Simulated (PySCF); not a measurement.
**BFH₄P₂: electronic excitations and core binding energies**

Aim: predict the electronic excitations and core binding energies of BFH₄P₂ (`FB(P)P`).

Computed with PySCF 2.14.0, with density-fitted response routines of our own, on a single molecule in the gas phase. Atoms are numbered from 0 throughout.

## 1. Starting geometry

8 atoms, charge 0, multiplicity 1; geometry from: GFN2-xTB.

Bonds of the start (Å): F0–B1 1.32, B1–P2 1.90, B1–P3 1.90, P2–H4 1.38, P2–H5 1.38, P3–H6 1.38, P3–H7 1.38.

## 2. Ultraviolet spectrum: CAM-B3LYP/def2-SVPD

Job settings and geometry (Å):

```
{"job": {"kind": "uv", "xc": "CAM-B3LYP", "basis": "def2-SVPD", "nstates": 8, "ntriplets": 3}, "charge": 0, "multiplicity": 1}
F      0.330475    -1.487672     1.175320
B      0.105863    -0.603221     0.216124
P      1.623861     0.062409    -0.721082
P     -1.697489    -0.374745    -0.350738
H      2.396088     0.357496     0.384824
H      1.193068     1.359856    -0.917050
H     -1.675017     0.990453    -0.560901
H     -2.267793    -0.295164     0.904418
```

With the program's defaults for keys left out, this is: TDDFT CAM-B3LYP/def2-SVPD, vertical, gas phase, core orbitals frozen in the response.

Command:

```sh
OMP_NUM_THREADS=1 python probes_run.py task.json out
```

The driver reads the jobs from task.json and runs them one after another.

What it wrote:

```text
coarse grid: 7904 points
cycle   1  E = -809.3865800093  dE =  2.647e-01  |g| = 4.354e-01  |ddm| = 3.157e+00
cycle   2  E = -809.3732291136  dE =  1.335e-02  |g| = 5.863e-01  |ddm| = 8.540e-01
cycle   3  E = -809.4281225498  dE = -5.489e-02  |g| = 3.290e-02  |ddm| = 4.115e-01
cycle   4  E = -809.4284271598  dE = -3.046e-04  |g| = 1.663e-02  |ddm| = 8.361e-02
cycle   5  E = -809.4285221585  dE = -9.500e-05  |g| = 3.307e-03  |ddm| = 3.277e-02
cycle   6  E = -809.4285266070  dE = -4.448e-06  |g| = 1.029e-03  |ddm| = 7.861e-03
final grid: 68152 points
cycle   7  E = -809.5189042312  dE = -1.624e-05  |g| = 1.696e-03  |ddm| = 2.887e-02
cycle   8  E = -809.5189043672  dE = -1.360e-07  |g| = 1.630e-03  |ddm| = 4.345e-03
cycle   9  E = -809.5189050163  dE = -6.490e-07  |g| = 2.272e-04  |ddm| = 1.864e-03
cycle  10  E = -809.5189050219  dE = -5.673e-09  |g| = 1.387e-04  |ddm| = 3.137e-04
cycle  11  E = -809.5189050261  dE = -4.193e-09  |g| = 1.021e-05  |ddm| = 1.598e-04
cycle  12  E = -809.5189050262  dE = -5.207e-11  |g| = 3.018e-06  |ddm| = 2.527e-05
converged SCF energy = -809.5189050262

Static polarisability (au): isotropic 68.332, principal 55.689 61.557 87.751

Singlet excitations
state   eV       nm        f      main configurations
  1   4.9664    249.6   0.11289   H->L 0.90
  2   6.1012    203.2   0.00004   H->L+2 0.53, H->L+1 0.41
  3   6.4246    193.0   0.00239   H->L+1 0.51, H->L+2 0.36
  4   6.4992    190.8   0.02381   H-1->L 0.94
  5   6.6375    186.8   0.11754   H-2->L 0.83
  6   7.1094    174.4   0.06292   H-1->L+2 0.30, H-1->L+1 0.30, H->L+5 0.19
  7   7.4391    166.7   0.21676   H->L+3 0.66, H->L+4 0.09
  8   7.4514    166.4   0.17841   H-1->L+1 0.30, H-1->L+2 0.24, H->L+5 0.17

Triplet excitations (Tamm-Dancoff, eV): 4.0713 5.1548 5.5564
```

Wall time 14 s (1 thread of Arm Neoverse N1, shared host); peak memory 0.53 GiB.

Frontier orbitals and where they lie:

```csv
orbital,eV,atoms
HOMO−3,-12.34,"P2 24 %, P3 23 %, H5 12 %"
HOMO−2,-10.61,"P2 24 %, P3 24 %, B1 20 %"
HOMO−1,-9.69,"P3 33 %, P2 32 %, B1 14 %"
HOMO,-8.50,"P2 34 %, P3 34 %, B1 15 %"
LUMO,-0.16,"B1 39 %, P3 18 %, P2 18 %"
LUMO+1,0.75,"B1 49 %, P3 13 %, P2 13 %"
LUMO+2,1.23,"P3 27 %, P2 27 %, B1 15 %"
```

With each of the 8 states as a Gaussian band of 0.4 eV half-width at 1/e, the curve within the window shown has maxima at 250 nm (ε 4,600), 167 nm (ε 17,000) L/(mol cm). Beyond the last state computed it falls off for lack of states. The curve at chosen wavelengths:

nm, ε (L/mol/cm) and a bar:
```
      160       9083 ################
      165      16434 ##############################
      170      16306 ##############################
      175      11193 ####################
      180       7817 ##############
      185       6861 ############
      190       5851 ##########
      194       4385 ########
      199       2420 ####
      204       1051 ##
      209        382 
      214        171 
      219        249 
      224        607 #
      229       1298 ##
      234       2284 ####
      239       3356 ######
      244       4203 #######
      249       4565 ########
      253       4452 ########
      258       3896 #######
      263       3080 #####
      268       2226 ####
      273       1486 ##
      278        924 #
      283        540 #
```

Ground-state properties from the same run:

```csv
property,computed
dipole moment (D),1.52
polarisability (Å³),10.13
HOMO–LUMO gap (eV),8.34
−ε(HOMO) (eV),8.50
```

## 3. Core holes by ΔSCF: SCAN, X2C

Same as in step 2 but for these lines:

```diff
@@ -1,2 +1,2 @@
-{"job": {"kind": "uv", "xc": "CAM-B3LYP", "basis": "def2-SVPD", "nstates": 8, "ntriplets": 3}, "charge": 0, "multiplicity": 1}
+{"job": {"kind": "xps"}, "charge": 0, "multiplicity": 1}
 F      0.330475    -1.487672     1.175320
```

Level: delta-SCF UKS SCAN, pcX-2 on the ionised atom, pcseg-1 elsewhere, spin-free X2C.

What it wrote:

```text
ground state, core basis on atom 0 (F), 115 functions
  cycle   1  E = -811.37107896  |g| = 5.44e-01
  cycle   2  E = -811.25444467  |g| = 1.06e+00
  cycle   3  E = -811.41702764  |g| = 9.80e-02
  cycle   4  E = -811.41963043  |g| = 2.64e-02
  cycle   5  E = -811.41980182  |g| = 1.07e-02
  cycle   6  E = -811.41983162  |g| = 4.57e-03
  cycle   7  E = -811.41983793  |g| = 1.63e-03
  cycle   8  E = -811.41984031  |g| = 1.77e-04
  E(ground) = -811.45931973 Eh
hole in F 1s of atom 0
  cycle   1  E = -785.04445457  |g| = 2.58e+00
  cycle   2  E = -784.75277185  |g| = 2.19e+00
  cycle   3  E = -785.75588153  |g| = 5.20e-01
  cycle   4  E = -785.74514820  |g| = 5.19e-01
  cycle   5  E = -785.94226910  |g| = 4.57e-02
  cycle   6  E = -785.94338609  |g| = 2.14e-02
  cycle   7  E = -785.94373609  |g| = 4.62e-03
  cycle   8  E = -785.94375257  |g| = 1.20e-03
  cycle   9  E = -785.94375167  |g| = 8.09e-04
  cycle  10  E = -785.94375191  |g| = 2.86e-04
  E(ion) = -785.99183223 Eh   <S^2> = 0.7566   hole on atom = 1.000   binding energy = 693.006 eV
ground state, core basis on atom 1 (B), 115 functions
  cycle   1  E = -811.36911937  |g| = 1.22e-01
  cycle   2  E = -811.36404330  |g| = 2.09e-01
  cycle   3  E = -811.37119585  |g| = 1.04e-02
  cycle   4  E = -811.37120530  |g| = 5.85e-03
  cycle   5  E = -811.37121600  |g| = 1.09e-03
  cycle   6  E = -811.37121554  |g| = 2.76e-04
  E(ground) = -811.41075748 Eh
hole in B 1s of atom 1
  cycle   1  E = -803.68597607  |g| = 1.17e+00
  cycle   2  E = -802.06968378  |g| = 1.99e+00
  cycle   3  E = -803.98169591  |g| = 4.25e-01
  cycle   4  E = -804.02503923  |g| = 3.72e-01
  cycle   5  E = -804.10753912  |g| = 1.33e-01
  cycle   6  E = -804.11354990  |g| = 2.37e-02
  cycle   7  E = -804.11376056  |g| = 1.18e-02
  cycle   8  E = -804.11387894  |g| = 5.19e-03
  cycle   9  E = -804.11390655  |g| = 3.48e-03
  cycle  10  E = -804.11391642  |g| = 2.84e-03
  cycle  11  E = -804.11393087  |g| = 8.81e-04
  cycle  12  E = -804.11392930  |g| = 2.07e-04
  E(ion) = -804.15605985 Eh   <S^2> = 0.8200   hole on atom = 1.000   binding energy = 197.410 eV
ground state, core basis on atom 2 (P), 126 functions
  cycle   1  E = -811.48769825  |g| = 3.39e-01
  cycle   2  E = -811.48769132  |g| = 2.73e-02
  cycle   3  E = -811.48756788  |g| = 3.39e-02
  cycle   4  E = -811.48794967  |g| = 3.77e-03
  cycle   5  E = -811.48795031  |g| = 2.52e-03
  cycle   6  E = -811.48795108  |g| = 2.34e-04
  E(ground) = -811.49550718 Eh
hole in P 1s of atom 2
  cycle   1  E = -731.33250504  |g| = 4.72e+00
  cycle   2  E = -729.97917021  |g| = 2.43e+00
  cycle   3  E = -724.50270895  |g| = 2.42e+00
  cycle   4  E = -732.43592511  |g| = 2.92e-01
  cycle   5  E = -732.42085331  |g| = 3.34e-01
  cycle   6  E = -732.47487279  |g| = 9.54e-02
  cycle   7  E = -732.47798642  |g| = 2.49e-02
  cycle   8  E = -732.47825411  |g| = 4.80e-03
  cycle   9  E = -732.47826824  |g| = 1.85e-03
  cycle  10  E = -732.47827055  |g| = 8.01e-04
  cycle  11  E = -732.47827021  |g| = 3.35e-04
  E(ion) = -732.48642554 Eh   <S^2> = 0.7518   hole on atom = 1.000   binding energy = 2149.947 eV
hole in P 2p of atom 2
  cycle   1  E = -806.06709340  |g| = 1.38e+00
  cycle   2  E = -804.65473712  |g| = 1.60e+00
  cycle   3  E = -806.08339223  |g| = 6.74e-01
  cycle   4  E = -806.44571168  |g| = 1.24e-01
  cycle   5  E = -806.44093356  |g| = 1.53e-01
  cycle   6  E = -806.45313070  |g| = 4.39e-02
  cycle   7  E = -806.45430192  |g| = 9.90e-03
  cycle   8  E = -806.45437066  |g| = 2.62e-03
  cycle   9  E = -806.45437719  |g| = 9.44e-04
  cycle  10  E = -806.45437696  |g| = 3.72e-04
  E(ion) = -806.47215879 Eh   <S^2> = 0.7531   hole on atom = 1.002   binding energy = 136.692 eV
  2p3/2 = 136.458 eV   2p1/2 = 137.349 eV
```

Wall time 27 s (1 thread of Arm Neoverse N1, shared host); peak memory 0.43 GiB.

Binding energies by hole, beside the orbital energy of the ground state; the difference holds orbital relaxation and, for a density functional, its self-interaction error:

```csv
hole,stands for,environment,ΔSCF (eV; 2p as the shell's mean),−ε (eV),⟨S²⟩
F1s on F0,F0,fluorine bonded to B,693.01,667.3,0.757
B1s on B1,B1,"boron bonded to F, 2 P",197.41,182.2,0.820
P1s on P2,"P2, P3","phosphorus bonded to B, 2 H",2149.95,2092.6,0.752
P2p on P2,"P2, P3","phosphorus bonded to B, 2 H",136.76,125.7,0.753
```

Each hole run stands for the others of its class of like atoms.

With the spin-orbit splitting: P2 2p3/2 136.46, 2p1/2 137.35 eV. The table gives each 2p level as the mean over the whole 2p shell (two parts 2p3/2, one part 2p1/2), which differs a little from the single hole in the log.

## 4. Outcome

| quantity | value |
| --- | --- |
| lowest singlet (CAM-B3LYP/def2-SVPD) | 4.97 eV (250 nm), f = 0.113 |
| brightest single state of those computed | state 7, 7.44 eV, f = 0.217 |
| lowest triplet | 4.07 eV |
| F1s binding energies, SCAN/pcX-2 | F0 693.01 eV |
| B1s binding energies, SCAN/pcX-2 | B1 197.41 eV |
| P1s binding energies, SCAN/pcX-2 | P2 2149.95 eV |
| P2p binding energies, SCAN/pcX-2 | P2 136.76 eV |

What this shows: The lowest singlet, at 4.97 eV, is HOMO→LUMO 0.90 and is bright; of the 8 states computed, the strongest absorption comes from states 7 to 8 together at 7.44 eV (the last computed, so partners may be missing). The lowest triplet lies 0.90 eV below the lowest singlet (triplets in Tamm-Dancoff, singlets in full TDDFT).
